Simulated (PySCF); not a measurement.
# C2H10Ge2S: the cost of one run

The runs use PySCF 2.14.0, with density-fitted response routines of our own; the level of theory stands in each step. All values are computed, except where a source is named. Atoms are numbered from 0 throughout.

### 1 The molecule as given

15 atoms, charge 0, multiplicity 1; geometry from: GFN2-xTB. The atoms were then displaced at random by about 0.01 Å, so the start is not that level's minimum.

Bonds of the start (Å): C0–C1 1.50, C1–Ge2 1.99, Ge2–S3 2.27, S3–Ge4 2.18, C0–H5 1.10, C0–H6 1.11, C0–H7 1.10, C1–H8 1.08, C1–H9 1.10, Ge2–H10 1.52, Ge2–H11 1.49, Ge4–H12 1.48, Ge4–H13 1.53, Ge4–H14 1.51.

### 2 Relaxing the molecule at PBE0-D3(BJ)/def2-SVP

Job settings and geometry (Å):

```
{"job": {"xc": "PBE0", "basis": "def2-SVP", "d3": "d3bj", "grid": 1, "shake": 0.01, "kind": "geom"}, "charge": 0, "multiplicity": 1}
C     -1.512560     1.062080     0.689890
C     -1.342810    -0.366050     0.263400
Ge    -0.359220    -0.522960    -1.459000
S      1.596410     0.635690    -1.429610
Ge     2.473830    -0.240600     0.364510
H     -2.095420     1.155370     1.615650
H     -2.067940     1.634050    -0.081560
H     -0.554600     1.583930     0.825800
H     -2.305220    -0.847150     0.161730
H     -0.794630    -0.910710     1.049250
H     -0.046960    -1.976860    -1.766080
H     -1.083820     0.060270    -2.619030
H      3.895780     0.153710     0.329700
H      1.845290     0.304490     1.647560
H      2.336520    -1.742660     0.400560
```

Run with:

```console
$ OMP_NUM_THREADS=1 python probes_run.py task.json out
```

This one command runs all jobs of the session in turn.

**Question.** How long does this first job take on 1 thread of Arm Neoverse V2, shared host, and how much memory does it need?

About 1.7 min, with a peak of 0.84 GiB.
